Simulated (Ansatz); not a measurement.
# SnO (P4/nmm): a single-point run

Wanted: a converged single-point run for SnO (P4/nmm), and a check of what comes out. The structure is shown as the input types it.

Program: Ansatz 0.2.0. Level of theory: DFT r2SCAN, scalar-relativistic, plane waves, PAW. These are calculated values, not measurements.

2 further runs of the same task are left out: 2 that didn't finish. Runs told in other sessions of the task aren't counted.

## Step 1: Starting point

The structure is tetragonal, space group P4/nmm (No. 129). The conventional cell has a = 3.807 Å, b = 3.807 Å, c = 4.936 Å, α = 90.00°, β = 90.00°, γ = 90.00°. Sn (site symmetry 4mm) has 4 O at 2.22 Å in its first shell of neighbours. Around O (site symmetry -4m2) lie 4 Sn at 2.22 Å.

Structure file:

```xyz
4
Lattice="3.8072 0.0000 0.0000 0.0000 3.8072 0.0000 0.0000 0.0000 4.9361" Properties=species:S:1:pos:R:3 pbc="T T T"
Sn    0.0000    1.9036    1.1473
Sn    1.9036    0.0000    3.7888
O     0.0000    0.0000    0.0000
O     1.9036    1.9036    0.0000
```

## Step 2: The run

The input, input.yaml:

```yaml
crystal:
  lattice:
    - [3.8072385349, 0.0, 0.0]
    - [0.0, 3.8072385349, 0.0]
    - [0.0, 0.0, 4.9360762066]
  atoms:
    - { symbol: Sn, position: [0.0, 0.5, 0.2324256302] }
    - { symbol: Sn, position: [0.5, 0.0, 0.7675743698] }
    - { symbol: O, position: [0.0, 0.0, 0.0] }
    - { symbol: O, position: [0.5, 0.5, 0.0] }
basis:
  ecutwfc: 500
  ecutrho_ratio: 4
kpoints:
  mp_grid: { grid: [10, 10, 8] }
hamiltonian:
  xc: r2scan
scf:
  occupations: { method: gaussian, width: 0.05 }
  max_iter: 75
output:
  forces: true
  stress: true
magnetization:
  spin_polarized: true
  initial_magnetization: 7
```

The run is started by

```
> ansatz run input.yaml --threads 4 --pin off --max-ram 7168MiB --backend cpu --events-out ev --progress --plain --runs-dir out
```

**Question.** How will this run end, and is anything wrong with its input?

This run ends as converged, with warnings (seeded moment not kept, stability check not made). Its log warns: «the starting moments were not kept: the SCF closed with an absolute magnetisation of 2.4e-6 μB, where they sum to 7 μB in size (4 sites) ...»

In the input, magnetization.spin_polarized is true; magnetization.initial_magnetization is 7. A typed moment is only a start; here the run ends at the energy of the run without it (within 1 meV an atom), so the result stands.

No remedy is needed.
